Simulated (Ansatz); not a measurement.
Runs of Ansatz 0.2.0 on MnPt2. The structure is trigonal, space group P-3m1 (No. 164). The conventional cell has a = 2.858 Å, b = 2.858 Å, c = 6.533 Å, α = 90.00°, β = 90.00°, γ = 120.00°. Pt (site symmetry 3m) has 3 Mn at 2.64 Å and 9 Pt at 2.86 to 2.91 Å as nearest neighbours. Mn (site symmetry -3m) has 6 Pt at 2.64 Å and 6 Mn at 2.86 Å as nearest neighbours. The cell comes from a database or a generator and needn't be the stable form of this composition.

```csv
task,level,k mesh,smearing,gap on the mesh (eV),pressure (GPa),moment (μB),largest force (eV/Å)
phonons,LDA,8 × 8 × 3,fermi-dirac 0.05 eV,none,-,4.18,-
single point,PBE,11 × 11 × 4,gaussian 0.013 eV,none,-0.2,(a),0.03
single point,PBE,11 × 11 × 4,gaussian 0.022 eV,none,-0.2,4.62,0.03
single point,PBE,11 × 11 × 4,gaussian 0.016 eV,none,-0.2,4.62,0.03
single point,PBE,11 × 11 × 4,gaussian 0.021 eV,none,-0.2,4.62,0.03
single point,PBE,11 × 11 × 4,gaussian 0.015 eV,none,-0.2,4.62,0.03
single point,PBE,11 × 11 × 4,gaussian 0.018 eV,none,-0.2,4.62,0.03
single point,PBE,11 × 11 × 4,gaussian 0.017 eV,none,-0.2,4.62,0.03
```

Alike in all rows: potentials or basis Ansatz PAW; spin collinear, ferromagnetic start; cell as given; cutoff (eV) 420.

Fill in the values left out.

(a) 4.63.

Caveats: the PAW data sets come from PBE, with cores solved anew for the run's functional, which leaves a small shift of forces and pressure (some runs).

A k mesh can miss the band edges, and the runs leave out spin-orbit coupling on Pt.

A gap of «none» marks a metal or a gap under the smearing width.
